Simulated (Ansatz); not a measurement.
# ClFGaHS (SMILES [F][Ga]([SH])[Cl]): energies and forces away from the minimum

One table from this session's results is given with a row withheld; the runs are named, their logs left out.

The runs use Ansatz 0.2.0, Gaussian basis; single points with forces in def2-TZVPP.

Levels: PBE-D4, r2SCAN-D4, PBE0-D4, wB97M-V, Hartree-Fock, MP2, CCSD, CCSD(T). Each coordinate is moved by a Gaussian draw of the width named (0.7 of it for atoms other than hydrogen): 0.02, 0.06 Å.

Cores are frozen in the correlated methods. Filled d shells of the heavier atoms are correlated.

9 further runs of the same task are left out: 9 set aside as unsound or not needed.

**Where the work starts**

The minimum, relaxed at PBE0-D4: SMILES `[F][Ga]([SH])[Cl]`, 5 atoms, charge 0, spin multiplicity 1.

Atoms are counted from 1 here; the program's logs count them from 0.

Bond lengths: F1–Ga2 1.743 Å, Ga2–S3 2.169 Å, Ga2–Cl4 2.114 Å, S3–H5 1.345 Å. Angles: F1–Ga2–S3 119.1°, F1–Ga2–Cl4 116.8°, S3–Ga2–Cl4 124.1°, Ga2–S3–H5 91.7°.

Coordinates:

```xyz
5
ClFGaHS
F    -0.2450   -1.4554    1.1244
Ga   -0.4306   -0.2608   -0.1313
S     1.0800    1.2800   -0.3541
Cl   -2.1484   -0.4225   -1.3537
H     1.7938    0.7849    0.6734
```

Energies of the minimum (eV), from earlier single points: PBE-D4 -78454.88871, r2SCAN-D4 -78472.19567, PBE0-D4 -78457.79586, B3LYP-D4 -78477.43324, wB97M-V -78470.41434, CCSD(T) -78407.18496.

The first run:

File ccsdt-tzvpp/in.yaml:

```yaml
crystal:
  periodic: [false, false, false]
  atoms:
    - {symbol: F, position_ang: [-0.233376, -1.427973, 1.114931]}
    - {symbol: Ga, position_ang: [-0.427443, -0.254119, -0.113501]}
    - {symbol: S, position_ang: [1.062110, 1.274567, -0.355053]}
    - {symbol: Cl, position_ang: [-2.157144, -0.414218, -1.352029]}
    - {symbol: H, position_ang: [1.775603, 0.785042, 0.669283]}
basis:
  gaussian: {orbitals: def2-TZVPP}
correlation: {method: ccsd_t}
output: {forces: true}
```

No record of the launch command was kept for these runs.

Steps of the session up to this table: Structure 1, width 0.02 Å; Structure 2, width 0.06 Å.

One table of the session follows, with a row left open; its other results are not shown here.

```
   method  RMS force component (eV/Å)  angle to CCSD(T) forces (°)  dipole (D)
   PBE-D4                       0.927                         12.7        1.30
r2SCAN-D4                           ?                            ?           ?
  PBE0-D4                       0.972                          2.4        1.33
  wB97M-V                       0.989                          4.1        1.32
  CCSD(T)                       1.039                    reference        1.31
```

Q: Estimate the row for r2SCAN-D4 from the others.

As computed: RMS force component (eV/Å): 0.953; angle to CCSD(T) forces (°): 2.7; dipole (D): 1.30. In the column «RMS force component (eV/Å)» it lies between PBE-D4 (0.927) and PBE0-D4 (0.972).
